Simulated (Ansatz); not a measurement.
**TaGe+ (singlet): wave-function methods side by side, def2-SVP**

An exercise on one series of results from a longer session: the logs are not shown, and one member is left open.

Program: Ansatz 0.2.0, Gaussian basis. Level of theory: def2-SVP, core rule «outside noble gas», up to 18 orbitals frozen. These are calculated values, not measurements.

The runs, in order: UHF; CCSD(T) on RHF; CCSD(T) on UHF; CISD; CCSDT(Q) on RHF; CCSDT(Q) on UHF; CASSCF and MRCISD+Q, 8 electrons in 10 orbitals; CASSCF and NEVPT4(SD), 8 electrons in 10 orbitals; CASSCF and NEVPT2, 8 electrons in 10 orbitals.

22 further runs of the same task are left out: 7 for a known fault of the program, 6 that didn't finish, 9 set aside as unsound or not needed. Runs told in other sessions of the task aren't counted.

**What is computed**

The geometry is a PBE0/def2-TZVP stationary point (not a proven minimum) of the parent state, kept for this charge and spin. No spin-orbit coupling is included. Elements past krypton take def2 core potentials. The filled d shell of Ge may be among the frozen orbitals whatever the setting's name suggests.

2 atoms, charge 1, spin multiplicity 1.

Atoms are counted from 1 here; the program's logs count them from 0.

Bond lengths: Ta1–Ge2 2.421 Å.

Set-up of the first run:

in.yaml reads:

```yaml
crystal:
  periodic: [false, false, false]
  atoms:
    - {symbol: Ta, position_ang: [0.000000, 0.000000, 0.000000]}
    - {symbol: Ge, position_ang: [0.000000, 0.000000, 2.421200]}
basis:
  gaussian: {orbitals: def2-SVP}
total_charge: 1
magnetization: {spin_polarized: true, initial_magnetization: 0}
hamiltonian: {xc: hf}
output: {orbitals: {seedname: orbitals}}
```

Command:

```console
ansatz run in.yaml --threads 1 --pin off --events-out ev --progress --plain --max-ram 2393MiB
```

Steps of the session up to this table: UHF; CCSD(T) on RHF; CCSD(T) on UHF; CISD; CCSDT(Q) on RHF; CCSDT(Q) on UHF; CASSCF and MRCISD+Q, 8 electrons in 10 orbitals; CASSCF and NEVPT4(SD), 8 electrons in 10 orbitals; CASSCF and NEVPT2, 8 electrons in 10 orbitals.

One table of the session follows, with a row left open; its other results are not shown here.

| method | from RCCSDT(Q) (meV) |
| --- | --- |
| RHF | +6014.8 |
| RMP2 | +952.6 |
| UMP2 | +1402.6 |
| CISD | +1218.4 |
| RCCSD | +648.2 |
| UCCSD | +453.6 |
| RCCSD(T) | ? |
| UCCSD(T) | +145.2 |
| RCCSDT | +99.6 |
| UCCSDT | -224.0 |
| RCCSDT(Q) | 0 |
| UCCSDT(Q) | -459.5 |
| CASSCF valence | +2634.4 |
| NEVPT2 valence | +617.3 |
| NEVPT4(SD) valence | +75.4 |
| MRCISD valence | +163.5 |
| MRCISD+Q valence | -5.2 |

Q: Estimate the row for RCCSD(T) from the others.

The run gave: from RCCSDT(Q) (meV): +151.8. In the column «from RCCSDT(Q) (meV)» it lies between UCCSD(T) (+145.2) and MRCISD valence (+163.5).

Left out of the table: UHF (another determinant or state than the rows shown).

Limits of these values: The determinant of HF (⟨S²⟩ 2.76) is far from a pure spin state, so its energy mixes those of several spin states; that is harmless only where they are near-degenerate. The determinant of CCSD(T) (⟨S²⟩ 2.03) is far from a pure spin state, so its energy mixes those of several spin states; high orders of coupled cluster remove much of that, low ones don't. The determinant of CCSDT(Q) (⟨S²⟩ 2.03) is far from a pure spin state, so its energy mixes those of several spin states; high orders of coupled cluster remove much of that, low ones don't. The program flags UCCSD(T), UCCSDT(Q) as in doubt, so read those rows with care; the flags are other amplitudes. Warnings: restricted reference is unstable; spin contamination; coupled cluster took another determinant than the lowest; large T1 diagnostic. Restricted and unrestricted rows rest on different reference determinants; a gap between their highest levels can come from leftover correlation error, from unlike frozen cores or from another state.
